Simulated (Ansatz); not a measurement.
This was printed by a script on the Python package of Ansatz (0.2.0), for a single point from a YAML input of BiBrO, space group P4/nmm. What did the script look like? Settings: PBEsol, PAW, the default cutoff (420 eV here), 5×5×2 k-points, fixed occupations.

`scf.yaml`
```yaml
crystal:
  lattice:
    - [3.916, 0.0, 0.0]
    - [0.0, 3.916, 0.0]
    - [0.0, 0.0, 8.077]
  atoms:
    - { symbol: Bi, position: [0.0, 0.5, 0.154] }
    - { symbol: Bi, position: [0.5, 0.0, 0.846] }
    - { symbol: Br, position: [0.0, 0.5, 0.653] }
    - { symbol: Br, position: [0.5, 0.0, 0.347] }
    - { symbol: O, position: [0.0, 0.0, 0.0] }
    - { symbol: O, position: [0.5, 0.5, 0.0] }
kpoints:
  mp_grid: { kspacing: 0.4 }
hamiltonian:
  xc: pbesol
scf:
  occupations: { method: fixed }
output:
  forces: true
```

```console
$ python yaml_run_bibro.py
DeckWarning: basis.ecutwfc = 420 eV, auto-derived from the records' recommended cutoffs: set by Bi (normal level)
BiBrO: -31080.576585 eV = -2284.380265 Ry = -1142.190133 Ha
Fermi level 7.5047 eV, 12 k-points, 16 symmetry operations
largest force 0.1618 eV/A on atom 1
[[ 0.      0.      0.1618]
 [-0.      0.     -0.1618]
 [ 0.      0.      0.137 ]
 [-0.      0.     -0.137 ]
 [ 0.      0.     -0.    ]
 [-0.      0.      0.    ]]
energy terms (eV)
  e_band                           -229.50439
  e_kinetic                        1218.33638
  e_local                         -5442.72835
  e_nonlocal                       1370.51237
  e_hartree                        1989.99120
  e_xc                             -971.53566
  e_vxc                            -685.51103
  e_paw                          -25729.16112
  e_vpaw                           -670.10388
  e_augmentation_tail                 0.00397
  e_ewald                         -3516.43000
  e_core_change                       0.43462
```
(Warnings from the package without file and line, repeats left out.)

The script that was run (others could print the same):

Script `yaml_run_bibro.py`:
```python
import json

import ansatz as az
import numpy as np


def main() -> None:
    result = az.Session.from_deck('scf.yaml').plan(threads=1).execute()
    rep = result.report

    energy = rep['free_energy_ev']
    print('BiBrO: {:.6f} eV = {:.6f} Ry = {:.6f} Ha'.format(energy, energy / 13.605693, energy / 27.211386))
    print('Fermi level {:.4f} eV, {} k-points, {} symmetry operations'.format(rep['fermi_energy_ev'], rep['n_kpoints'], rep['n_symmetry_ops']))

    forces = np.array(rep['forces_ev_ang'])
    norms = np.linalg.norm(forces, axis=1)
    print('largest force {:.4f} eV/A on atom {}'.format(norms.max(), norms.argmax()))
    print(np.array2string(forces, precision=4, suppress_small=True))

    print('energy terms (eV)')
    for term, value in rep['components'].items():
        if abs(value) > 1e-9:
            print(f'  {term:26s} {value:16.5f}')

    keep = ['free_energy_ev', 'energy_sigma0_ev', 'fermi_energy_ev', 'n_iterations', 'converged', 'magnetization_mub', 'n_kpoints']
    with open('bibro.json', 'w') as handle:
        json.dump({key: rep[key] for key in keep}, handle, indent=1)


if __name__ == '__main__':
    main()
```

Caveats:
- Absolute energies stand on the zero of these potentials, so only differences at equal settings mean something. A total without «per atom» is that of the cell as typed.
- The energy terms are those on the plane-wave grid, with the one-centre PAW part apart; e_band, e_vxc and e_vpaw aren't summands of the total.
- Only differences from the Fermi energy are physical; the zero of the scale is a convention.
- The starting cell is as deposited in a crystallographic database; the results hold for this polymorph, which needn't be the stable one.
- Levels are Kohn-Sham eigenvalues on this mesh, without spin-orbit coupling.
- Finished in 5.2 s on 1 thread of Arm Neoverse N1 (shared host), peak memory 0.42 GiB.

(Lines on the test bed's own set-up are left out of the output.)
